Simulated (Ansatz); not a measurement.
**WCl+ (quintet): from Hartree-Fock to the top rungs, def2-SVP**

One table from this session's results is given with a row withheld; the runs are named, their logs left out.

The runs use Ansatz 0.2.0, Gaussian basis; def2-SVP, core rule «outside noble gas», up to 9 orbitals frozen.

To be run: UHF; CCSD(T) on ROHF; CCSD(T) on UHF; CISD; CCSDT(Q) on ROHF; CCSDT(Q) on UHF; CASSCF and MRCISD+Q, 12 electrons in 10 orbitals; CASSCF and NEVPT2, 12 electrons in 10 orbitals.

22 further runs of the same task are left out: 5 for a known fault of the program, 7 that didn't finish, 10 set aside as unsound or not needed.

### What is computed

The geometry is a PBE0/def2-TZVP stationary point (not a proven minimum) of the parent state, kept for this charge and spin. No spin-orbit coupling is included. Elements past krypton take def2 core potentials.

2 atoms, charge 1, spin multiplicity 5.

Atoms are counted from 1 here; the program's logs count them from 0.

Bond lengths: W1–Cl2 2.233 Å.

The first run:

Contents of in.yaml:

```yaml
crystal:
  periodic: [false, false, false]
  atoms:
    - {symbol: W, position_ang: [0.000000, 0.000000, 0.000000]}
    - {symbol: Cl, position_ang: [0.000000, 0.000000, 2.233000]}
basis:
  gaussian: {orbitals: def2-SVP}
total_charge: 1
magnetization: {spin_polarized: true, initial_magnetization: 4}
hamiltonian: {xc: hf}
output: {orbitals: {seedname: orbitals}}
```

Launch:

```sh
$ ansatz run in.yaml --threads 1 --pin off --events-out ev --progress --plain --max-ram 2393MiB
```

Among the steps run: UHF; CCSD(T) on ROHF; CCSD(T) on UHF; CISD; CCSDT(Q) on ROHF; CCSDT(Q) on UHF; CASSCF and MRCISD+Q, 12 electrons in 10 orbitals; CASSCF and NEVPT2, 12 electrons in 10 orbitals.

One of the session's tables, all rows but one given; the rest of the session is left out.

| method | from RCCSDT(Q) (meV) |
| --- | --- |
| ROHF | +6178.3 |
| UHF | ? |
| RMP2 | +824.0 |
| UMP2 | +683.4 |
| RCCSD | +266.3 |
| UCCSD | +172.5 |
| RCCSD(T) | +37.0 |
| UCCSD(T) | -52.3 |
| RCCSDT | +7.4 |
| UCCSDT | -82.7 |
| RCCSDT(Q) | 0 |
| UCCSDT(Q) | -105.3 |
| CASSCF valence | +5123.9 |
| NEVPT2 valence | +1110.4 |
| MRCISD valence | +384.2 |
| MRCISD+Q valence | +42.8 |

**Question.** Estimate the row for UHF.

**Answer.** from RCCSDT(Q) (meV): +5977.6. In the column «from RCCSDT(Q) (meV)» it lies between CASSCF valence (+5123.9) and ROHF (+6178.3).

Not comparable, so not listed: CISD (they don't share determinant, frozen orbitals or solution with the rows shown, or repeat one).

Limits of these values: Restricted and unrestricted rows rest on different reference determinants; where their highest levels disagree by more than a few hundredths of an eV, they describe different states and don't form one ladder.
